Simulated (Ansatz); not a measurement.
**C₅H₁₄N₂: up Jacob's ladder to CCSD(T)**

The task here is to estimate one member of a computed series from the others.

Method: functionals in def2-TZVPP, the program's frozen cores in correlated methods; program: Ansatz 0.2.0, Gaussian basis.

The runs, in order: LDA (SPW92), PBE-D4, revPBE-D4, BLYP-D4, r2SCAN-D4, B97M-V, PBE0-D4, B3LYP-D4, r2SCANh-D4, r2SCAN0-D4, HSE06-D4, BHLYP-D4, CAM-B3LYP-D4, LC-ωPBE, ωB97X-V, ωB97M-V, B2PLYP, PBE-QIDH; CCSD(T)/def2-SVP; CCSD(T)/def2-TZVPP; MP2/def2-QZVPP; extrapolation to the limit; RPA on PBE.

1 further run of the same task is left out (it didn't finish). Runs told in other sessions of the task aren't counted.

## Structure used throughout

The geometry comes from an earlier relaxation with PBE0-D4 in a triple-zeta def2 set; it is a stationary point, not always the lowest conformer.

SMILES `CN(C)CN(C)C`, 21 atoms, charge 0, spin multiplicity 1.

Atoms are counted from 1 here; the program's logs count them from 0.

Bond lengths: C1–N2 1.444 Å, C1–H8 1.090 Å, C1–H9 1.092 Å, C1–H10 1.106 Å, N2–C3 1.441 Å, N2–C4 1.441 Å, C3–H11 1.106 Å, C3–H12 1.092 Å, C3–H13 1.092 Å, C4–N5 1.441 Å, C4–H14 1.107 Å, C4–H15 1.107 Å, N5–C6 1.444 Å, N5–C7 1.441 Å, C6–H16 1.106 Å, C6–H17 1.092 Å, C6–H18 1.090 Å, C7–H19 1.106 Å and more. Angles: N2–C1–H8 109.3°, N2–C1–H9 109.8°, N2–C1–H10 112.3°, H8–C1–H9 108.9°, H8–C1–H10 108.3°, H9–C1–H10 108.1°, C1–N2–C3 111.8°, C1–N2–C4 112.0°, C3–N2–C4 111.9°, N2–C3–H11 113.1°, N2–C3–H12 109.7°, N2–C3–H13 110.1°, H11–C3–H12 107.6°, H11–C3–H13 108.1°, H12–C3–H13 108.1°, N2–C4–N5 111.5°, N2–C4–H14 111.7°, N2–C4–H15 107.4° and more.

Set-up of the first run:

in.yaml reads:

```yaml
crystal:
  periodic: [false, false, false]
  atoms:
    - {symbol: C, position_ang: [1.211315, -1.642938, -0.206246]}
    - {symbol: N, position_ang: [0.015552, -0.991647, -0.688284]}
    - {symbol: C, position_ang: [-0.962689, -1.942732, -1.151522]}
    - {symbol: C, position_ang: [-0.536365, -0.085986, 0.287307]}
    - {symbol: N, position_ang: [0.327674, 1.046662, 0.504484]}
    - {symbol: C, position_ang: [0.401447, 1.901432, -0.657548]}
    - {symbol: C, position_ang: [-0.038955, 1.782205, 1.687984]}
    - {symbol: H, position_ang: [1.916630, -0.889588, 0.143801]}
    - {symbol: H, position_ang: [1.674689, -2.212623, -1.014835]}
    - {symbol: H, position_ang: [1.003133, -2.338060, 0.628350]}
    - {symbol: H, position_ang: [-1.320520, -2.619913, -0.353716]}
    - {symbol: H, position_ang: [-0.529130, -2.561048, -1.940721]}
    - {symbol: H, position_ang: [-1.827953, -1.420025, -1.565728]}
    - {symbol: H, position_ang: [-0.687517, -0.580343, 1.265636]}
    - {symbol: H, position_ang: [-1.534719, 0.224105, -0.075319]}
    - {symbol: H, position_ang: [-0.558520, 2.409245, -0.866529]}
    - {symbol: H, position_ang: [1.164839, 2.667819, -0.506038]}
    - {symbol: H, position_ang: [0.669226, 1.304053, -1.528738]}
    - {symbol: H, position_ang: [-1.042881, 2.241068, 1.619495]}
    - {symbol: H, position_ang: [-0.026407, 1.122840, 2.558933]}
    - {symbol: H, position_ang: [0.681140, 2.585481, 1.859256]}
basis:
  gaussian: {orbitals: def2-TZVPP}
hamiltonian: {xc: lda}
output: {orbitals: {seedname: orbitals}}
```

The run is started by

```bash
$ ansatz run in.yaml --threads 2 --pin off --events-out ev --progress --plain --max-ram 22528MiB --backend cuda --devices 0, --max-vram 18GiB
```

Among the steps run: LDA; PBE-D4 (GGA); revPBE-D4 (GGA); BLYP-D4 (GGA); r2SCAN-D4 (meta-GGA); B97M-V (meta-GGA); B3LYP-D4 (hybrid); r2SCANh-D4 (hybrid); r2SCAN0-D4 (hybrid); HSE06-D4 (hybrid); BHLYP-D4 (hybrid); CAM-B3LYP-D4 (range-separated); LC-ωPBE (range-separated); ωB97X-V (range-separated); ωB97M-V (range-separated); B2PLYP (double hybrid); PBE-QIDH (double hybrid).

One table of the session follows, with a row left open; its other results are not shown here.

It belongs to the step «Frontier levels by functional». 

```
  functional  HOMO (eV)  LUMO (eV)  gap (eV)
 LDA (SPW92)      -4.95       0.16      5.11
      PBE-D4      -4.83       0.36      5.20
   revPBE-D4      -4.77       0.47      5.24
     BLYP-D4          ?          ?         ?
   r2SCAN-D4      -5.06       1.03      6.09
      B97M-V      -5.27       0.43      5.70
     PBE0-D4      -6.16       1.15      7.31
    B3LYP-D4      -5.96       0.82      6.78
  r2SCANh-D4      -5.56       1.27      6.83
  r2SCAN0-D4      -6.33       1.59      7.92
    HSE06-D4      -5.76       0.78      6.54
    BHLYP-D4      -7.46       1.75      9.21
CAM-B3LYP-D4      -7.54       1.91      9.45
     LC-ωPBE      -8.83       3.20     12.03
     ωB97X-V      -8.55       2.97     11.51
     ωB97M-V      -8.49       2.59     11.07
```

**Question.** Estimate the row for BLYP-D4.

Worked estimate for «HOMO (eV)». Against the share of exact exchange, B3LYP-D4 (0.2, -5.96), BHLYP-D4 (0.5, -7.46) give a slope of -5.00 per unit share; at 0 the line stands at -4.96.

The run gave: HOMO (eV): -4.74; LUMO (eV): 0.36; gap (eV): 5.10. In «HOMO (eV)» the line misses by -0.22.
